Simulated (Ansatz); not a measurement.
**C4H6BCl: small, medium and large basis sets**

Aim: see how fast density functionals converge with the basis set for C4H6BCl.

The runs use Ansatz 0.2.0, Gaussian basis; one geometry, several basis sets.

Levels to be run: PBE0-D4/def2-SVP; ωB97M-V/def2-SVP; PBE0-D4/def2-QZVPP; ωB97M-V/def2-QZVPP; the functionals' def2-TZVPP values are taken from earlier runs.

## Step 1: The relaxed structure

An earlier PBE0-D4 in a triple-zeta def2 set relaxation fixed the geometry.

12 atoms, charge 0, spin multiplicity 1.

Atoms are counted from 1 here; the program's logs count them from 0.

Bond lengths: B1–C2 1.527 Å, B1–H7 1.193 Å, B1–H8 1.196 Å, C2–C3 1.352 Å, C2–H9 1.089 Å, C3–Cl4 1.725 Å, C3–C5 1.452 Å, C5–C6 1.331 Å, C5–H10 1.086 Å, C6–H11 1.083 Å, C6–H12 1.083 Å. Angles: C2–B1–H7 121.4°, C2–B1–H8 119.2°, H7–B1–H8 119.4°, B1–C2–C3 127.6°, B1–C2–H9 119.5°, C3–C2–H9 112.9°, C2–C3–Cl4 121.5°, C2–C3–C5 122.5°, Cl4–C3–C5 116.0°, C3–C5–C6 126.4°, C3–C5–H10 113.8°, C6–C5–H10 119.9°, C5–C6–H11 121.7°, C5–C6–H12 120.6°, H11–C6–H12 117.7°.

## Step 2: PBE0-D4 in def2-SVP

Contents of in.yaml:

```yaml
crystal:
  periodic: [false, false, false]
  atoms:
    - {symbol: B, position_ang: [-2.572838, 0.082504, 0.005278]}
    - {symbol: C, position_ang: [-1.118057, 0.487047, -0.224635]}
    - {symbol: C, position_ang: [-0.006622, -0.208530, 0.105369]}
    - {symbol: Cl, position_ang: [-0.102694, -1.746555, 0.880804]}
    - {symbol: C, position_ang: [1.332414, 0.284098, -0.166282]}
    - {symbol: C, position_ang: [2.474849, -0.333759, 0.124448]}
    - {symbol: H, position_ang: [-2.854842, -0.951708, 0.529726]}
    - {symbol: H, position_ang: [-3.446750, 0.819111, -0.348414]}
    - {symbol: H, position_ang: [-0.895975, 1.437967, -0.706928]}
    - {symbol: H, position_ang: [1.351234, 1.254020, -0.654665]}
    - {symbol: H, position_ang: [2.490493, -1.301163, 0.610995]}
    - {symbol: H, position_ang: [3.425889, 0.121866, -0.121594]}
basis:
  gaussian: {orbitals: def2-SVP}
hamiltonian: {xc: pbe0, dispersion: d4}
output: {orbitals: {seedname: orbitals}}
```

Further steps of the session: ωB97M-V in def2-SVP; PBE0-D4 in def2-QZVPP; ωB97M-V in def2-QZVPP.

**Question.** What will the summary of the whole plan be? Wanted: PBE0-D4: double and triple zeta above quadruple; ωB97M-V: double and triple zeta above quadruple.

**Answer**, as computed:

| quantity | value |
| --- | --- |
| PBE0-D4: double and triple zeta above quadruple | 10.27, 0.64 eV |
| ωB97M-V: double and triple zeta above quadruple | 10.48, 0.60 eV |

In words: PBE0-D4 gains 9.64 eV from double to triple zeta, then 0.64 eV more. These are total energies; as a rule much of such shifts cancels in differences, which this series doesn't test.
